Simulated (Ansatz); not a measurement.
# AlNi: the crystal squeezed far

How does AlNi (rocksalt type) answer strong compression? The runs shown use PAW. Its runs: cell relaxed at zero pressure (PAW); volume scaled by 1 (PAW); volume scaled by 0.94 (PAW); volume scaled by 0.88 (PAW); volume scaled by 0.8 (PAW); volume scaled by 0.72 (PAW); volume scaled by 0.64 (PAW); volume scaled by 0.55 (PAW and PAW (cutoff 800 eV)).

Program: Ansatz 0.2.0. Level of theory: DFT, LDA, PAW with Ansatz's default frozen-core files, scalar-relativistic. These are calculated values, not measurements.

### Step 1. The structure to begin with

Symmetry: Fm-3m, No. 225, cubic system. Conventional cell: a = 4.849 Å, b = 4.849 Å, c = 4.849 Å, α = 90.00°, β = 90.00°, γ = 90.00°. Ni (site symmetry m-3m) is surrounded by 6 Al at 2.42 Å. Al (site symmetry m-3m) has 6 Ni at 2.42 Å as nearest neighbours.

As a file:

```cif
data_structure
_symmetry_space_group_name_H-M 'Fm-3m'
_symmetry_Int_Tables_number 225
_cell_length_a 4.8489
_cell_length_b 4.8489
_cell_length_c 4.8489
_cell_angle_alpha 90.000
_cell_angle_beta 90.000
_cell_angle_gamma 90.000
_cell_volume 114.01
loop_
_atom_site_label
_atom_site_type_symbol
_atom_site_symmetry_multiplicity
_atom_site_Wyckoff_symbol
_atom_site_fract_x
_atom_site_fract_y
_atom_site_fract_z
_atom_site_occupancy
Ni1 Ni 4 a 0.00000 0.00000 0.00000 1
Al1 Al 4 b 0.50000 0.00000 0.00000 1
```

The file gives the conventional cell by its symmetry; the runs use the cell typed in the input.

Whether this phase is the stable one at these pressures isn't tested.

Atoms are numbered in the order of the input: Ni1, Al2.

### Step 2. Cell relaxed at zero pressure, PAW

File input.yaml:

```yaml
crystal:
  lattice:
    - [0.0, 2.4244436911, 2.4244436911]
    - [2.4244436911, 0.0, 2.4244436911]
    - [2.4244436911, 2.4244436911, 0.0]
  atoms:
    - { symbol: Ni, position: [0.0, 0.0, 0.0] }
    - { symbol: Al, position: [0.5, 0.5, 0.5] }
kpoints:
  mp_grid: { grid: [15, 15, 15] }
scf:
  occupations: { method: fermi_dirac, width: 0.1 }
hamiltonian:
  xc: lda
  pseudopotentials: { kind: paw }
output:
  forces: true
  stress: true
relax:
  f_tol: 0.005
  max_steps: 40
  cell: {}
```

Launch:

```console
$ ansatz run input.yaml --threads 1 --pin off --max-ram 2048MiB --backend cpu --events-out ev --progress --plain --runs-dir out
```

After this run come: Volume scaled by 1, PAW; Volume scaled by 0.94, PAW; Volume scaled by 0.88, PAW; Volume scaled by 0.8, PAW; Volume scaled by 0.72, PAW; Volume scaled by 0.64, PAW; Volume scaled by 0.55, PAW; Volume scaled by 0.55, PAW (cutoff 800 eV).

What does the calculation give? Wanted: PAW pressure at 0.55 of the volume; fitted bulk modulus at zero pressure.

The runs gave:

| quantity | value |
| --- | --- |
| PAW pressure at 0.55 of the volume | 267.2 GPa |
| PAW (cutoff 800 eV) pressure at 0.55 of the volume | 267.1 GPa |
| fitted bulk modulus at zero pressure (PAW) | 134 GPa |
| its pressure derivative | 4.03 |

**Reading.** By PAW the pressure climbs to 267 GPa at 0.55 of the first volume. One third-order Birch-Murnaghan curve follows these points (B₀ = 134 GPa, B′ = 4.03, misfit at most 0.46 GPa). A fit over so wide a range leans to the high pressures, so B₀ can be off by several per cent. No all-electron run checks these rows here, and frozen cores can fail under such compression. The ions are at rest, and the electrons smeared by 0.1 eV. Spin polarisation is left out here, though a magnetic state may lie well lower.
